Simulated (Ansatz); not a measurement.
# KSn4O: the cost of one run

Computed with Ansatz 0.2.0 (DFT PBE, scalar-relativistic, plane waves, PAW, unless a step's input says otherwise).

## (1) The system as given

The structure is cubic, space group F-43m (No. 216). Conventional cell: a = 8.359 Å, b = 8.359 Å, c = 8.359 Å, α = 90.00°, β = 90.00°, γ = 90.00°. K (site symmetry -43m) is surrounded by 12 Sn at 3.47 Å and 4 O at 3.62 Å. Sn (site symmetry 3m) has 6 Sn at 2.91 to 3.00 Å and 3 O at 3.46 Å as nearest neighbours. O (site symmetry -43m) is surrounded by 12 Sn at 3.46 Å and 4 K at 3.62 Å.

Coordinates:

```xyz
6
Lattice="0.0000 4.1795 4.1795 4.1795 0.0000 4.1795 4.1795 4.1795 0.0000" Properties=species:S:1:pos:R:3 pbc="T T T"
K     0.0000    0.0000    0.0000
Sn    5.2076    3.1513    3.1513
Sn    5.2076    5.2076    5.2076
Sn    3.1513    5.2076    3.1513
Sn    3.1513    3.1513    5.2076
O     2.0897    2.0897    2.0897
```

A structure generator made this guess: species swapped into a database cell of LuNi4Sn (F-43m, No. 216), with K on the Lu sites, Sn on the Ni sites and O on the Sn sites. Lengths come from tabulated atomic sizes and are only a guess.

## (2) A first look at the guess

Contents of input.yaml:

```yaml
crystal:
  lattice:
    - [0.0, 4.1794841, 4.1794841]
    - [4.1794841, 0.0, 4.1794841]
    - [4.1794841, 4.1794841, 0.0]
  atoms:
    - { symbol: K, position: [0.0, 0.0, 0.0] }
    - { symbol: Sn, position: [0.13099992, 0.62300003, 0.62300003] }
    - { symbol: Sn, position: [0.62300003, 0.62300003, 0.62300003] }
    - { symbol: Sn, position: [0.62300003, 0.13099992, 0.62300003] }
    - { symbol: Sn, position: [0.62300003, 0.62300003, 0.13099992] }
    - { symbol: O, position: [0.25, 0.25, 0.25] }
basis:
  ecutwfc: 420
kpoints:
  mp_grid: { grid: [4, 4, 4] }
hamiltonian:
  xc: pbe
scf:
  occupations: { method: gaussian, width: 0.1 }
  lower_state_search: "off"
output:
  forces: true
  stress: true
  eigenvalues: true
```

Command:

```bash
ansatz run input.yaml --threads 1 --pin off --max-ram 2560MiB --backend cpu --events-out ev --progress --plain --runs-dir out
```

Q: Estimate wall time and peak memory on 1 thread of Arm Neoverse V2, shared host.

About 3.6 s, with a peak of 0.35 GiB.
